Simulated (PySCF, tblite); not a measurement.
# C2H11B2OP: geometry, infrared bands and NMR shifts

Aim: predict the infrared bands and NMR shifts of C2H11B2OP (`CBCO[BH2-][PH3+]`).

Computed with tblite 0.8.0 and PySCF 2.14.0, with density-fitted response routines of our own, on a single molecule in the gas phase. Atoms count from 0, in the outputs and in this text.

## (1) The molecule as given

17 atoms, charge 0, multiplicity 1; geometry from: force field or distance geometry start.

Bonds of the start (Å): C0–B1 1.61, B1–C2 1.62, C2–O3 1.36, O3–B4 1.45, B4–P5 1.91, C0–H6 1.09, C0–H7 1.12, C0–H8 1.13, B1–H9 1.16, C2–H10 1.10, C2–H11 1.11, B4–H12 1.19, B4–H13 1.20, P5–H14 1.42, P5–H15 1.39, P5–H16 1.41.

## (2) Optimising the geometry with GFN2-xTB

What the job is given:

```
{"job": {"kind": "relax", "xc": "GFN2-xTB", "basis": "xTB"}, "charge": 0, "multiplicity": 1}
C     -2.465200    -0.817800     0.386700
B     -2.059600     0.558900    -0.350600
C     -0.619200     1.217600    -0.022200
O      0.287100     0.226600    -0.238800
B      1.676500     0.564300    -0.001800
P      2.625400    -1.086100    -0.170900
H     -3.119100    -1.435300    -0.233700
H     -2.923800    -0.468200     1.347100
H     -1.533500    -1.384200     0.667300
H     -2.902300     1.181700    -0.852500
H     -0.709400     1.560200     1.024000
H     -0.532100     2.053500    -0.746100
H      2.013100     1.350800    -0.829000
H      1.855500     1.049400     1.076000
H      2.298700    -1.563000    -1.466900
H      3.997600    -0.936400    -0.002600
H      2.103300    -2.060000     0.702900
```

Command:

```
OMP_NUM_THREADS=1 python probes_run.py task.json out
```

One launch serves the whole session: the jobs run in the order shown.

**Question.** This job is followed by: GFN2-xTB harmonic vibrations, gas phase; GIAO PBE0/pcSseg-1 NMR shielding, non-relativistic, gas phase. What will the session give for the following? strongest single infrared mode (GFN2-xTB); zero-point energy (GFN2-xTB); ¹³C shifts against TMS (PBE0/pcSseg-1); ¹H shifts against TMS (PBE0/pcSseg-1, means over atoms taken as alike); ¹¹B shifts against BF3·OEt2 (PBE0/pcSseg-1); ¹⁷O shifts against H2O (PBE0/pcSseg-1); ³¹P shifts against H3PO4 (PBE0/pcSseg-1); surface potential, 1st and 99th percentile.

The runs gave:

```
                                                              quantity                             value
                             strongest single infrared mode (GFN2-xTB)             2116 cm⁻¹, 461 km/mol
                                          zero-point energy (GFN2-xTB)                     79.5 kcal/mol
                                ¹³C shifts against TMS (PBE0/pcSseg-1)                    80.6, 12.9 ppm
¹H shifts against TMS (PBE0/pcSseg-1, means over atoms taken as alike)  7.76, 4.37, 3.65, 3.61, 1.20 ppm
                           ¹¹B shifts against BF3·OEt2 (PBE0/pcSseg-1)                    89.1, -7.4 ppm
                                ¹⁷O shifts against H2O (PBE0/pcSseg-1)                          53.1 ppm
                              ³¹P shifts against H3PO4 (PBE0/pcSseg-1)                        -202.8 ppm
                                 surface potential, 1st and 99th percentile                -1.42 V and 1.25 V
```

What this shows: Over 127 steps the energy fell by 1.178 eV; of the close pairs, B4–P5 changed most, 1.911 to 2.004 Å. The lowest mode is imaginary (50i cm⁻¹), so the xTB geometry is not a minimum. The strongest single mode, at 2116 cm⁻¹, moves mainly H15. GFN2-xTB is a fitted tight-binding method: band positions and strengths are rough. Its intensities can rank the bands wrongly. C2 (sp3 CH2 bonded to B and O) lies farthest downfield among carbon, at 80.6 ppm; pulled downfield by the heteroatom. At PBE0/pcSseg-1: Shielding is most anisotropic at B1 (span 193 ppm, paramagnetic term -179 ppm). By nearest atom (PBE0/pcSseg-1), the HOMO sits on O3 47 %; H13 14 % and the LUMO on B1 54 %; H9 15 %.
